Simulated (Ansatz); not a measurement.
# CdF3: the cost of one run

Program: Ansatz 0.2.0. Level of theory: DFT PBEsol, scalar-relativistic, plane waves, PAW. These are calculated values, not measurements.

1 further run of the same task is left out (it didn't finish).

## 1. The starting structure

Symmetry: Fm-3m, No. 225, cubic system. Conventional cell: a = 5.726 Å, b = 5.726 Å, c = 5.726 Å, α = 90.00°, β = 90.00°, γ = 90.00°. Hg (site symmetry m-3m) is surrounded by 8 F at 2.48 Å. F (site symmetry -43m) has 4 Hg at 2.48 Å and 4 F at 2.48 Å as nearest neighbours. Around F (site symmetry m-3m) lie 8 F at 2.48 Å.

Structure file:

```cif
data_structure
_symmetry_space_group_name_H-M 'P 1'
_symmetry_Int_Tables_number 1
_cell_length_a 4.0491
_cell_length_b 4.0491
_cell_length_c 4.0491
_cell_angle_alpha 60.000
_cell_angle_beta 60.000
_cell_angle_gamma 60.000
_cell_volume 46.94
loop_
_atom_site_label
_atom_site_type_symbol
_atom_site_fract_x
_atom_site_fract_y
_atom_site_fract_z
_atom_site_occupancy
Hg1 Hg 0.00000 0.00000 0.00000 1
F1 F 0.25000 0.25000 0.25000 1
F2 F 0.75000 0.75000 0.75000 1
F3 F 0.50000 0.50000 0.50000 1
```

The structure comes from the Materials Project (structure only).

## 2. One element swapped, cell strained: Hg → Cd, first probe

The change: Cd takes all sites of Hg, and lengths are scaled by 1.024 as a first guess of the size; strain xx, yy, zz, yz, xz, xy = -0.8, -0.8, -0.8, +0.0, +0.0, +0.0 %.

Contents of input.yaml:

```yaml
crystal:
  lattice:
    - [0.0, 2.9079915891, 2.9079915891]
    - [2.9079915891, 0.0, 2.9079915891]
    - [2.9079915891, 2.9079915891, 0.0]
  atoms:
    - { symbol: Cd, position: [0.0, 0.0, 0.0] }
    - { symbol: F, position: [0.25, 0.25, 0.25] }
    - { symbol: F, position: [0.75, 0.75, 0.75] }
    - { symbol: F, position: [0.5, 0.5, 0.5] }
basis:
  ecutwfc: 420
kpoints:
  mp_grid: { grid: [6, 6, 6] }
hamiltonian:
  xc: pbesol
scf:
  occupations: { method: gaussian, width: 0.1 }
output:
  forces: true
  stress: true
  eigenvalues: true
```

The run is started by

```console
$ ansatz run input.yaml --threads 1 --pin off --max-ram 2560MiB --backend cpu --events-out ev --progress --plain --runs-dir out
```

What time and memory should one allow on 1 thread of AMD EPYC 7R43 (Zen 3), shared host?

About 1.5 s, with a peak of 0.35 GiB.
